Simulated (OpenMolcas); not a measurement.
**Ir⁵⁺ among point charges: CASSCF and CASPT2 levels and susceptibility**

How does a field of 6 point charges split the states of Ir⁵⁺, and what χT follows?

The numbers are computed with OpenMolcas 26.06 (state-averaged CASSCF and CASPT2, spin-orbit coupling by RASSI with atomic mean-field integrals), except any that are marked as measured or tabulated.

### 1 The atom as given

```
Species                           : Ir⁵⁺ (iridium, Z = 77, 72 electrons)
Basis                             : ANO-RCC-VTZP [8s7p5d3f1g], 84 functions
Scalar Hamiltonian                : DKH2, point nucleus
Inactive shells                   : 1s 2s 2p 3s 3p 3d 4s 4p 4d 4f 5s 5p
Active space                      : 4 electrons in 5 orbitals (5d)
Some configurations of this space : 5d⁴
Orbitals                          : optimised for each spin and parity, averaged over all roots
```

The outer shells:

5d4
```
5d [↑ ][↑ ][↑ ][↑ ][  ]
```

The ion sits among 6 point charges of -1 e arranged as a tetragonal octahedron (D4h), 2 Å from the ion, with the axial distance 1.620 Å.

The work runs as a chain of OpenMolcas steps in one folder; each step below is one input file. Labels, J, g values, rates, χT and fits are worked out afterwards by a script from the matrices that RASSI stores. The input lists half of the charges; inversion (Group=XYZ) makes the rest.

### 2 One- and two-electron integrals

a.inp

```
&GATEWAY
Coord
1

Ir 0.0 0.0 0.0
Basis=ANO-RCC-VTZP
Group=XYZ
NoMove
AngMom=0.0 0.0 0.0
AMFI
XField
3 Angstrom 0
2.000000 0.000000 0.000000 -1.000000
0.000000 2.000000 0.000000 -1.000000
0.000000 0.000000 1.620000 -1.000000
&SEWARD
```

Command:

```sh
> OMP_NUM_THREADS=1 MOLCAS_MEM=1689 MOLCAS_PROJECT=a pymolcas a.inp > a.log
```

### 3 Reference wave functions, quintets of even parity, 5 roots

a.inp

```
&RASSCF
FileOrb=start.orb
Symmetry=1
Spin=5
nActEl=4 0 0
Inactive=15 19
Ras2=5 0
CIRoot=5 5 1
SDav=5
CIMx=300
Iter=120 100
PrWF=0.3
OrbListing=Nothing
MaxOrb=0
>>> COPY $Project.JobIph JOB001
```

start.orb holds the contracted functions of the basis, ordered by shell, or the orbitals of the step before.

### 4 Reference wave functions, triplets of even parity, 45 roots

a.inp

```
&RASSCF
FileOrb=start.orb
Symmetry=1
Spin=3
nActEl=4 0 0
Inactive=15 19
Ras2=5 0
CIRoot=45 45 1
SDav=45
CIMx=300
Iter=120 100
PrWF=0.3
OrbListing=Nothing
MaxOrb=0
>>> COPY $Project.JobIph JOB002
```

### 5 Reference wave functions, singlets of even parity, 50 roots

a.inp

```
&RASSCF
FileOrb=start.orb
Symmetry=1
Spin=1
nActEl=4 0 0
Inactive=15 19
Ras2=5 0
CIRoot=50 50 1
SDav=50
CIMx=300
Iter=120 100
PrWF=0.3
OrbListing=Nothing
MaxOrb=0
>>> COPY $Project.JobIph JOB003
```

### 6 State interaction with spin-orbit coupling

a.inp

```
&RASSI
NrOfJobIphs=3 5 45 50
1 2 3 4 5
1 2 3 4 5 6 7 8 9 10 11 12 13 14 15 16 17 18 19 20 21 22 23 24 25 26 27
28 29 30 31 32 33 34 35 36 37 38 39 40 41 42 43 44 45
1 2 3 4 5 6 7 8 9 10 11 12 13 14 15 16 17 18 19 20 21 22 23 24 25 26 27
28 29 30 31 32 33 34 35 36 37 38 39 40 41 42 43 44 45 46 47 48 49 50
IphNames
JOB001
JOB002
JOB003
EJob
SpinOrbit
DIPRint=1.0
SOCoupling=1000.0
Subsets=2
Property=9
'ANGMOM' 1 'ANGMOM' 2 'ANGMOM' 3 'MLTPL  1' 1 'MLTPL  1' 2 'MLTPL  1' 3
'AMFI' 1 'AMFI' 2 'AMFI' 3
SOProperty=3
'ANGMOM' 1 'ANGMOM' 2 'ANGMOM' 3
```

### 7 CASPT2: IPEA 0.25, imaginary shift 0.1 (closed shells correlated: 5s 5p)

a.inp

```
>>> COPY JOB001 $Project.JobIph
&CASPT2
Multistate=5 1 2 3 4 5
NoMult
Frozen=14 16
IPEA=0.25
Imaginary=0.1
MaxIter=60
WThr=0.0 0.3 0.05
PrWF=0.5
NoMix
>>> COPY JOB002 $Project.JobIph
&CASPT2
Multistate=45 1 2 3 4 5 6 7 8 9 10 11 12 13 14 15 16 17 18 19 20 21 22
23 24 25 26 27 28 29 30 31 32 33 34 35 36 37 38 39 40 41 42 43 44 45
NoMult
Frozen=14 16
IPEA=0.25
Imaginary=0.1
MaxIter=60
WThr=0.0 0.3 0.05
PrWF=0.5
NoMix
>>> COPY JOB003 $Project.JobIph
&CASPT2
Multistate=50 1 2 3 4 5 6 7 8 9 10 11 12 13 14 15 16 17 18 19 20 21 22
23 24 25 26 27 28 29 30 31 32 33 34 35 36 37 38 39 40 41 42 43 44 45 46
47 48 49 50
NoMult
Frozen=14 16
IPEA=0.25
Imaginary=0.1
MaxIter=60
WThr=0.0 0.3 0.05
PrWF=0.5
NoMix
```

(Steps that only read results are left out.)

Before running it: what results should come out? Wanted: spin-free ground state; first state of the same spin within the active space; lowest level; next level.

As calculated:

| quantity | value |
| --- | --- |
| method | SS-CASPT2, IPEA 0.25, imaginary shift 0.1 (closed shells correlated: 5s 5p) |
| spin-free ground state | 5A1, 1-fold in its orbital part |
| first state of the same spin within the active space | 5E at 9430 cm⁻¹ |
| lowest level | 1-fold A1 |
| next level | 4067.2 cm⁻¹ |
| χT at 300 K | 0.08 cm³ K/mol |
| effective moment at 300 K | 0.81 μB |

Cost by method:

| method | time of its own steps | time with the reference |
| --- | --- | --- |
| A. CASSCF | 30 s | 30 s |
| B. SS-CASPT2, IPEA 0.25, imaginary shift 0.1, +5s 5p | 19 s | 49 s |

Times are of one thread on a shared host.

**Reading.** The spin-free ground state (5A1) comes to 100 % from free-ion D terms and keeps the highest spin of the shell. χT at 300 K is 0.08, against 3.01 cm³ K/mol for the spin alone, so spin-orbit coupling lowers it. An active space of the d shell alone favours high spin; real ions in strong fields can be low spin. The field of point charges can differ much from that of real complexes. With metal d orbitals alone active, the gaps between spin states are rough; where two lie within a few thousand cm-1, their order is open. This is an electrostatic model: the charges have no orbitals.
